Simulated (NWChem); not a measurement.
**triplet GeH4 at 6 levels**

Aim: a comparison of 6 runs (U-wB97X/def2-TZVP, UPBE0/def2-TZVP, UB2PLYP/def2-TZVP, UBHLYP/def2-TZVP, UCAM-B3LYP/def2-TZVP, UM06-2X/def2-TZVP) of triplet GeH4. 

The results are computed with NWChem 7.3.0.

4 further runs of the same task are left out: 4 that didn't finish.

**1. Starting point**

The species is GeH4 (5 atoms), meant as a triplet with charge 0. SMILES of the parent species: `[GeH4]`. The shape is that of a PBE0-D4/def2-TZVP optimisation. That shape belongs to the parent species and isn't relaxed for this state.

Bond lengths: Ge1–H2 1.534 Å, Ge1–H3 1.534 Å, Ge1–H4 1.534 Å, Ge1–H5 1.534 Å. Angles: H2–Ge1–H3 109.5°, H2–Ge1–H4 109.5°, H2–Ge1–H5 109.5°, H3–Ge1–H4 109.5°, H3–Ge1–H5 109.5°, H4–Ge1–H5 109.5°.

**2. The energy at U-wB97X/def2-TZVP (run 1)**

geh4.nw reads:

```
start geh4
title "GeH4 wB97X"
memory total 2200 mb

geometry units angstrom noautosym nocenter noautoz
Ge    0.000100    0.000100    0.000000
H     1.148100   -0.756300    0.680600
H    -1.238800   -0.030000    0.904200
H    -0.329200   -0.669100   -1.340600
H     0.419800    1.455400   -0.244100
end

basis spherical bse
Ge library def2-TZVP
H library def2-TZVP
end

dft
xc wb97x
mult 3
grid xfine
convergence energy 1e-08
maxiter 100
mulliken
print low
end

task dft energy
```

The run is started by

```bash
$ nwchem geh4.nw > geh4.out
```

The log of the run:

```text
[...]
 d= 0,ls=0.0,diis     1  -2079.0398770162 -2.12D+03  5.11D-02  1.38D-01     5.0
[...]
 d= 0,ls=0.0,diis    19  -2079.1117066275 -2.14D-09  3.68D-06  1.24D-10    88.0
[...]
         Total DFT energy =    -2079.111706627487
      One electron energy =    -2986.036442604104
           Coulomb energy =      941.989717338360
    Exchange-Corr. energy =      -80.485408851469
 Nuclear repulsion energy =       45.420427489725
[...]
      Total Density - Mulliken Population Analysis
     ---------------------------------------------
    Atom       Charge   Shell Charges
 -----------   ------   -------------------------------------------------------
    1 Ge  32    32.05   2.00  2.00  1.18  0.78  0.96  0.51  5.98  4.46  1.54  1.46  1.05  8.83  1.09  0.13  0.06  0.02
    2 H    1     0.96   0.23  0.51  0.22  0.01
    3 H    1     1.07   0.20  0.46  0.39  0.02
    4 H    1     0.96   0.23  0.51  0.22  0.01
    5 H    1     0.96   0.23  0.51  0.22  0.01
[...]
      <S2> =      2.0025 (Exact =     2.0000)
[...]
```

It took 89 s on 1 thread of Intel Xeon Platinum 8559C (Emerald Rapids), shared host; peak memory 0.13 GiB.

**3. A single-point energy at UPBE0/def2-TZVP (run 2)**

run.nw reads:

```
start run
title "GeH4 energy"
memory total 2200 mb

geometry units angstrom noautosym nocenter noautoz
   Ge       0.000100       0.000100       0.000000
   H        1.148100      -0.756300       0.680600
   H       -1.238800      -0.030000       0.904200
   H       -0.329200      -0.669100      -1.340600
   H        0.419800       1.455400      -0.244100
end

basis "ao basis" spherical bse
   * library def2-TZVP
end

dft
   xc pbe0
   mult 3
   grid xfine
   convergence energy 1e-08
   iterations 100
   mulliken
   print low
end

task dft energy
```

The run is started by

```bash
$ nwchem run.nw > run.out
```

The log of the run:

```text
[...]
 d= 0,ls=0.0,diis     1  -2078.7509282945 -2.12D+03  7.86D-02  1.21D-01     4.3
[...]
 d= 0,ls=0.0,diis    16  -2078.8176424291 -1.93D-09  7.15D-06  8.63D-11    47.3
[...]
         Total DFT energy =    -2078.817642429142
      One electron energy =    -2986.287145444850
           Coulomb energy =      942.245207432355
    Exchange-Corr. energy =      -80.196131906372
 Nuclear repulsion energy =       45.420427489725
[...]
      Total Density - Mulliken Population Analysis
     ---------------------------------------------
    Atom       Charge   Shell Charges
 -----------   ------   -------------------------------------------------------
    1 Ge  32    32.09   2.00  2.00  1.18  0.78  0.98  0.52  5.98  4.45  1.55  1.45  1.08  8.84  1.09  0.12  0.06  0.02
    2 H    1     0.95   0.22  0.52  0.20  0.01
    3 H    1     1.06   0.20  0.46  0.38  0.02
    4 H    1     0.95   0.22  0.52  0.20  0.01
    5 H    1     0.95   0.22  0.52  0.20  0.01
[...]
      <S2> =      2.0021 (Exact =     2.0000)
[...]
```

It took 48 s on 1 thread of Intel Xeon Platinum 8559C (Emerald Rapids), shared host; peak memory 0.12 GiB.

Runs 3 to 5 aren't shown in full; the table further down has their settings and results.

**4. A single-point energy at UM06-2X/def2-TZVP (run 6)**

calc.xyz reads:

```xyz
5

Ge     0.000100     0.000100     0.000000
H      1.148100    -0.756300     0.680600
H     -1.238800    -0.030000     0.904200
H     -0.329200    -0.669100    -1.340600
H      0.419800     1.455400    -0.244100
```

run.py reads:

```python
from ase.io import read
from ase.calculators.nwchem import NWChem

molecule = read('calc.xyz')

calc = NWChem(
    label='calc',
    theory='dft',
    memory='2200 mb',
    basis='def2-TZVP',
    basispar='spherical bse',
    dft={'xc': 'm06-2x', 'mult': '3', 'grid': 'xfine', 'convergence': 'energy 1e-08', 'iterations': '100', 'mulliken': None},
    task='energy',
)
molecule.calc = calc

e = molecule.get_potential_energy()
print(f"E = {e:.6f} eV")
```

The run is started by

```bash
$ export ASE_NWCHEM_COMMAND="nwchem PREFIX.nwi > PREFIX.nwo"
$ python run.py
```

The log of the run:

```text
E = -56574.257975 eV
```

The calculator wrote calc.nwi:

```
title "calc"

permanent_dir calc

scratch_dir calc

start calc

geometry units angstrom nocenter noautosym noautoz
  Ge 1.0000000000000000e-04 1.0000000000000000e-04 0.0000000000000000e+00
  H  1.1480999999999999e+00 -7.5629999999999997e-01 6.8059999999999998e-01
  H  -1.2387999999999999e+00 -2.9999999999999999e-02 9.0420000000000000e-01
  H  -3.2919999999999999e-01 -6.6910000000000003e-01 -1.3406000000000000e+00
  H  4.1980000000000001e-01 1.4554000000000000e+00 -2.4410000000000001e-01
end

memory 2200 mb

basis spherical bse noprint
   * library def2-TZVP
end

dft
  xc m06-2x
  mult 3
  grid xfine
  convergence energy 1e-08
  iterations 100
  mulliken
end

task dft energy
```

calc.nwo:

```text
Northwest Computational Chemistry Package (NWChem) 7.3.0
             --------------------------------------------------------

           Job information
           ---------------

    nwchem branch   = 7.3.0
    use scalapack   = T
    input           = calc.nwi
    prefix          = calc.
    data base       = calc/calc.db
    status          = startup
    nproc           =        1

           Memory information
           ------------------

[... 5 lines left out ...]
    hardfail = no
[... 37 lines left out ...]
            Nuclear Dipole moment (a.u.)
[... 76 lines left out ...]
          Convergence on density requested:  1.00D-05
[... 24 lines left out ...]
          Convergence aids based upon iterative change in
[... 29 lines left out ...]
 2-e energy   =     864.028910
[... 61 lines left out ...]
           Coulomb energy =      942.614876832477
[... 532 lines left out ...]
                     DFT Final Beta Molecular Orbital Analysis
[... 620 lines left out ...]
     Multipole analysis of the density
     ---------------------------------

     L   x y z        total         alpha         beta         nuclear
     -   - - -        -----         -----         ----         -------
     0   0 0 0     -0.000000    -19.000000    -17.000000     36.000000

     1   1 0 0     -0.316780      0.788720     -1.111358      0.005858
[... 8 lines of this table left out ...]
     2   0 0 2    -17.308104    -18.280422    -10.232207     11.204526

 Task  times  cpu:       77.4s     wall:       77.4s
 Total times  cpu:       77.4s     wall:       77.4s
```

It took 79 s on 1 thread of Intel Xeon Platinum 8559C (Emerald Rapids), shared host; peak memory 0.13 GiB.

**5. The series**

| run | level | frozen core orbitals | energy (Eh) | ⟨S²⟩ | wall time |
| --- | --- | --- | --- | --- | --- |
| 1 | U-wB97X/def2-TZVP | – | -2079.111707 | 2.002 | 89 s |
| 2 | UPBE0/def2-TZVP | – | -2078.817642 | 2.002 | 48 s |
| 3 | UB2PLYP/def2-TZVP | 9 | -2078.698137 | 2.003 | 52 s |
| 4 | UBHLYP/def2-TZVP | – | -2079.051901 | 2.003 | 49 s |
| 5 | UCAM-B3LYP/def2-TZVP | – | -2079.196926 | 2.002 | 74 s |
| 6 | UM06-2X/def2-TZVP | – | -2079.065650 | 2.004 | 79 s |

**6. Summary of results**

```
                                 quantity           value
                      run 6: total energy  -2079.06565 Eh
                     run 6: dipole moment          1.00 D
run 6: HOMO energy (highest over α and β)        -2.80 eV
                              run 6: ⟨S²⟩           2.004
```

**Reading.** Over runs 3, 4, 5, 6 the dipole moment (its size) runs from 0.62 D (UCAM-B3LYP/def2-TZVP) to 1.00 D (UM06-2X/def2-TZVP). Totals of different functionals can't be ranked against each other. All runs together took 6.5 min, the longest 89 s.
